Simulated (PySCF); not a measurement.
# C2H2BrF3 (CF3CH2Br): the cost of one run

The runs use PySCF 2.14.0, with density-fitted response routines of our own; the level of theory stands in each step. All values are computed, except where a source is named. Atoms count from 0, in the outputs and in this text.

**1. The molecule as given**

8 atoms, charge 0, multiplicity 1; geometry from: MMFF94s. The atoms were then displaced at random by about 0.03 Å, so the start is not that level's minimum.

Bonds of the start (Å): F0–C1 1.39, C1–F2 1.36, C1–F3 1.40, C1–C4 1.50, C4–Br5 1.99, C4–H6 1.09, C4–H7 1.05.

**2. Optimising the geometry at PBE0-D3(BJ)/def2-SVP**

The job: settings as JSON, then the geometry in Å.

```
{"job": {"xc": "PBE0", "basis": "def2-SVP", "d3": "d3bj", "grid": 1, "shake": 0.03, "kind": "geom"}, "charge": 0, "multiplicity": 1}
F      1.376890     0.140370     1.146030
C      0.743500     0.002940    -0.087430
F      1.023280     1.055480    -0.897340
F      1.449110    -1.075500    -0.622960
C     -0.739350    -0.210080    -0.027290
Br    -1.644110     1.376870     0.756120
H     -0.949940    -1.043480     0.649280
H     -1.121150    -0.332260    -1.000110
```

Launch:

```console
$ OMP_NUM_THREADS=1 python probes_run.py task.json out
```

The driver reads the jobs from task.json and runs them one after another.

Q: Estimate the wall time and peak memory of this first job on 1 thread of Arm Neoverse V1, shared host.

About 61 s, with a peak of 0.44 GiB.
